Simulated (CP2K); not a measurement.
**AlF3 (SMILES [F][Al]([F])[F]): levels of theory compared**

We compute a comparison of 3 runs (GFN1-xTB, GFN2-xTB, MNDOD) of AlF3. 

Program for the calculation: CP2K 2026.2.

2 further runs of the same task are left out: 2 that didn't finish.

### 1 The system as given

The species is AlF3 (4 atoms), meant as a singlet with charge 0. SMILES: `[F][Al]([F])[F]`. Geometry: a GFN2-xTB relaxation, a rough one for these elements and not checked as a minimum.

Bond lengths: Al1–F2 1.631 Å, Al1–F3 1.631 Å, Al1–F4 1.631 Å. Angles: F2–Al1–F3 120.0°, F2–Al1–F4 120.0°, F3–Al1–F4 120.0°.

### 2 Energy and gradient at GFN1-xTB (run 1)

molecule.inp reads:

```
&GLOBAL
   PROJECT molecule
   RUN_TYPE ENERGY_FORCE
   PRINT_LEVEL MEDIUM
&END

&FORCE_EVAL
   METHOD Quickstep
   &DFT
      CHARGE 0
      MULTIPLICITY 1
      ! Quickstep
      &QS
         METHOD XTB
         EPS_DEFAULT 1.0E-10
         &XTB
            GFN_TYPE 1
            CHECK_ATOMIC_CHARGES F
         &END
      &END
      &POISSON
         PERIODIC NONE
         POISSON_SOLVER ANALYTIC
      &END
      &SCF
         SCF_GUESS ATOMIC
         EPS_SCF 1.0E-06
         MAX_SCF 80
         ADDED_MOS 8
         &DIAGONALIZATION
            ALGORITHM STANDARD
         &END
         &MIXING
            METHOD BROYDEN_MIXING
            ALPHA 0.4
            NBUFFER 8
         &END
         &SMEAR ON
            METHOD FERMI_DIRAC
            ELECTRONIC_TEMPERATURE [K] 300
         &END
      &END
      &PRINT
         &MOMENTS
            PERIODIC F
            REFERENCE COM
            MAX_MOMENT 1
         &END
         &MO ON
            ENERGIES T
            OCCUPATION_NUMBERS T
            NDIGITS 6
            &EACH
               QS_SCF 0
            &END
            ADD_LAST NUMERIC
         &END
         &HIRSHFELD OFF
         &END
      &END
   &END
   &SUBSYS
      &CELL
         ABC [angstrom] 18.5 18.8 16
         PERIODIC NONE
      &END
      &COORD
         Al    -0.000200    -0.000290    -0.001260
         F      1.630840    -0.027090     0.013490
         F     -0.791540     1.425990    -0.016640
         F     -0.839100    -1.398610     0.004400
      &END
      &TOPOLOGY
         &CENTER_COORDINATES
         &END
      &END
   &END
   &PRINT
      &FORCES ON
      &END
   &END
&END
```

Started as:

```console
$ OMP_NUM_THREADS=1 cp2k.psmp -i molecule.inp -o molecule.out
```

The log of the run:

```text
CP2K| version string:                                       CP2K version 2026.2
[...]
 GLOBAL| Method name                                                        CP2K
[...]
 GLOBAL| Run type                                                   ENERGY_FORCE
[...]
                             - Atoms:                                          4
[...]
                             - Spherical basis functions:                     21
[...]
 Number of electrons:                                                         24
[...]
     1 NoMix/Diag. 0.40E+00    0.0     1.92022732       -16.5666367909 -1.66E+01
[...]
    35 Broy./Diag. 0.40E+00    0.0     0.00000031       -16.8904000293 -1.34E-06
  *** SCF run converged in    35 steps ***
[...]
  Fermi energy:                                                -0.39661685446341
[...]
 TB_DIPOLE| Moment [Debye]         -0.00163785      -0.00217269      -0.00672326
 TB_DIPOLE| Derivative [a.u.]       0.00000000       0.00000000       0.00000000
[...]
 ENERGY| Total FORCE_EVAL ( QS ) energy [hartree]            -16.890399958038635
 FORCES| Atomic forces [hartree/bohr]
 FORCES|   Atom     x               y               z               |f|
 FORCES|      1  1.62756305E-04  1.77508083E-04  7.73175046E-05   2.52936219E-04
 FORCES|      2 -6.26720688E-03  9.17833932E-05 -7.60400595E-05   6.26834016E-03
 FORCES|      3  3.00400009E-03 -5.43579750E-03  3.90762067E-05   6.21075180E-03
 FORCES|      4  3.10045048E-03  5.16650602E-03 -4.03536518E-05   6.02554612E-03
 FORCES| Sum     4.20670443E-17 -5.20417043E-18  3.25260652E-19
 FORCES| Total atomic force                                       4.23889773E-17
[...]
```

It took 1.2 s on 1 thread of Intel Xeon 6975P-C (Granite Rapids), shared host; peak memory 0.19 GiB.

### 3 A single-point energy at GFN2-xTB (run 2)

mol.inp reads:

```
&GLOBAL
  PROJECT_NAME mol
  RUN_TYPE ENERGY
  PRINT_LEVEL MEDIUM
&END GLOBAL

&FORCE_EVAL
  METHOD Quickstep
  &DFT
    CHARGE 0
    MULTIPLICITY 1
    &QS
      METHOD XTB
      EPS_DEFAULT 1.0E-10
      &XTB
        GFN_TYPE TBLITE
        &TBLITE
          METHOD GFN2
        &END TBLITE
        CHECK_ATOMIC_CHARGES F
      &END XTB
    &END QS
    &POISSON
      PERIODIC NONE
      POISSON_SOLVER ANALYTIC
    &END POISSON
    &SCF
      SCF_GUESS ATOMIC
      EPS_SCF 1.0E-08
      MAX_SCF 150
      ADDED_MOS 8
      &DIAGONALIZATION
        ALGORITHM STANDARD
      &END DIAGONALIZATION
      &MIXING
        METHOD DIRECT_P_MIXING
        ALPHA 0.4
      &END MIXING
    &END SCF
    &PRINT
      &MOMENTS
        PERIODIC F
        REFERENCE COM
        MAX_MOMENT 1
      &END MOMENTS
      &MO ON
        ENERGIES T
        OCCUPATION_NUMBERS T
        NDIGITS 6
        &EACH
          QS_SCF 0
        &END EACH
        ADD_LAST NUMERIC
      &END MO
      &HIRSHFELD OFF
      &END HIRSHFELD
    &END PRINT
  &END DFT
  &SUBSYS
    &CELL
      ABC [angstrom] 10.5 10.8 8
      PERIODIC NONE
    &END CELL
    &COORD
      SCALED T
      Al   0.46227905   0.49870556   0.50003937
      F    0.61761619   0.49622407   0.50188312
      F    0.38691333   0.63076852   0.49811688
      F    0.38238381   0.36923148   0.50074688
    &END COORD
  &END SUBSYS
&END FORCE_EVAL
```

Started as:

```console
$ OMP_NUM_THREADS=1 cp2k.psmp -i mol.inp > mol.out 2>&1
```

The log of the run:

```text
CP2K| version string:                                       CP2K version 2026.2
[...]
 GLOBAL| Method name                                                        CP2K
[...]
 GLOBAL| Run type                                                         ENERGY
[...]
                             - Atoms:                                          4
[...]
                             - Spherical basis functions:                     21
[...]
 Number of electrons:                                                         24
[...]
  *** SCF run converged in    15 steps ***
[...]
  Fermi energy:                                                -0.36380458810189
[...]
 TB_DIPOLE| Moment [Debye]         -0.00188521      -0.00246185      -0.00499065
 TB_DIPOLE| Derivative [a.u.]       0.00000000       0.00000000       0.00000000
[...]
 ENERGY| Total FORCE_EVAL ( QS ) energy [hartree]            -15.502081197970668
[...]
```

Wall time 0.93 s (1 thread of Intel Xeon 6975P-C (Granite Rapids), shared host); peak memory 0.18 GiB.

### 4 Energy and gradient at MNDOD (run 3)

qs.inp reads:

```
&GLOBAL
 PROJECT qs
 RUN_TYPE ENERGY_FORCE
 PRINT_LEVEL MEDIUM
&END GLOBAL

&FORCE_EVAL
 METHOD QS
 &DFT
  &QS
   METHOD MNDOD
   EPS_DEFAULT 1.0E-10
   &SE
    &COULOMB
     CUTOFF [angstrom] 50
     RC_RANGE [angstrom] 0
    &END COULOMB
    &EXCHANGE
     CUTOFF [angstrom] 50
     RC_RANGE [angstrom] 0
    &END EXCHANGE
   &END SE
  &END QS
  &POISSON
   PERIODIC NONE
   POISSON_SOLVER ANALYTIC
  &END POISSON
  &SCF
   SCF_GUESS ATOMIC
   EPS_SCF 1.0E-07
   MAX_SCF 150
   ADDED_MOS 2
   &DIAGONALIZATION
    ALGORITHM STANDARD
   &END DIAGONALIZATION
   &MIXING
    METHOD DIRECT_P_MIXING
    ALPHA 0.4
   &END MIXING
  &END SCF
  &PRINT
   &MOMENTS
    PERIODIC F
    REFERENCE COM
    MAX_MOMENT 1
   &END MOMENTS
   &MO ON
    ENERGIES T
    OCCUPATION_NUMBERS T
    NDIGITS 6
    &EACH
     QS_SCF 0
    &END EACH
    ADD_LAST NUMERIC
   &END MO
   &HIRSHFELD OFF
   &END HIRSHFELD
  &END PRINT
 &END DFT
 &SUBSYS
  &CELL
   ABC 18.5 18.8 16
   PERIODIC NONE
  &END CELL
  &COORD
   Al    -0.000200    -0.000290    -0.001260
   F      1.630840    -0.027090     0.013490
   F     -0.791540     1.425990    -0.016640
   F     -0.839100    -1.398610     0.004400
  &END COORD
  &TOPOLOGY
   &CENTER_COORDINATES
   &END CENTER_COORDINATES
  &END TOPOLOGY
 &END SUBSYS
 &PRINT
  &FORCES ON
  &END FORCES
 &END PRINT
&END FORCE_EVAL
```

Started as:

```console
$ OMP_NUM_THREADS=1 cp2k.psmp -i qs.inp -o qs.out
```

The log of the run:

```text
CP2K| version string:                                       CP2K version 2026.2
[...]
 GLOBAL| Method name                                                        CP2K
[...]
 GLOBAL| Run type                                                   ENERGY_FORCE
[...]
                             - Atoms:                                          4
[...]
                             - Spherical basis functions:                     21
[...]
 Number of electrons:                                                         24
[...]
     1 P_Mix/Diag. 0.40E+00    0.0     0.64657258       -50.9546554940 -5.10E+01
[...]
    13 DIIS/Diag.  0.47E-07    0.0     0.00000007       -54.8872030822 -5.54E-13
  *** SCF run converged in    13 steps ***
  Core-core repulsion energy [eV]:                           1200.58363229993734
  Core Hamiltonian energy [eV]:                             -2564.55889654508746
  Two-electron integral energy [eV]:                         -259.16297527503514
  Electronic energy [eV]:                                   -2694.14038418260498
  Total energy [eV]:                                        -1493.55675188266764
  Atomic reference energy [eV]:                              1481.41555348542693
  Heat of formation [kcal/mol]:                              -279.98270855912290
[...]
 SE_DIPOLE| Moment [Debye]          0.00269894       0.00364299       0.01188828
 SE_DIPOLE| Derivative [a.u.]       0.00000000       0.00000000       0.00000000
 ENERGY| Total FORCE_EVAL ( QS ) energy [hartree]            -54.887203082206014
 FORCES| Atomic forces [hartree/bohr]
 FORCES|   Atom     x               y               z               |f|
 FORCES|      1  3.40581800E-04  3.50311684E-04 -3.32305458E-05   4.89712679E-04
 FORCES|      2  7.51085454E-02 -1.25200697E-03  6.12971977E-04   7.51214806E-02
 FORCES|      3 -3.65214358E-02  6.57942113E-02 -7.76007258E-04   7.52548716E-02
 FORCES|      4 -3.89276914E-02 -6.48925160E-02  1.96265826E-04   7.56732602E-02
 FORCES| Sum     1.66533454E-16  2.22044605E-16 -8.67361738E-18
 FORCES| Total atomic force                                       2.77691248E-16
[...]
```

Run time: 0.93 s. Hardware: 1 thread of Intel Xeon 6975P-C (Granite Rapids), shared host; peak memory 0.18 GiB.

### 5 The series

| run | level | task | SCF convergence threshold | energy (Eh) | dipole moment (D) | HOMO energy (eV) | LUMO energy (eV) | wall time |
| --- | --- | --- | --- | --- | --- | --- | --- | --- |
| 1 | GFN1-xTB | gradient | 1e-06 | -16.890400 | 0.01 | -14.81 | -9.90 | 1.2 s |
| 2 | GFN2-xTB | energy | 1e-08 | -15.502081 | 0.01 | -14.54 | -9.00 | 0.93 s |
| 3 | MNDOD | gradient | 1e-07 | -54.887203 | 0.01 | -15.55 | 0.13 | 0.93 s |

### 6 Results

| quantity | value |
| --- | --- |
| run 3: total energy | -54.88720 Eh |
| run 3: dipole moment | 0.01 D |
| run 3: HOMO energy | -15.55 eV |
| run 3: LUMO energy | 0.13 eV |
| run 3: HOMO–LUMO gap | 15.69 eV |
| run 3: heat of formation at this unrelaxed shape | -280.0 kcal/mol |
| run 3: largest force on an atom | 3.891 eV/Å |

What this shows: The HOMO–LUMO gap runs from 4.92 eV (GFN1-xTB) to 15.69 eV (MNDOD). Force-field and semi-empirical energies have zeros of their own, so their totals don't compare. All runs together took 3 s, the longest 1.2 s.
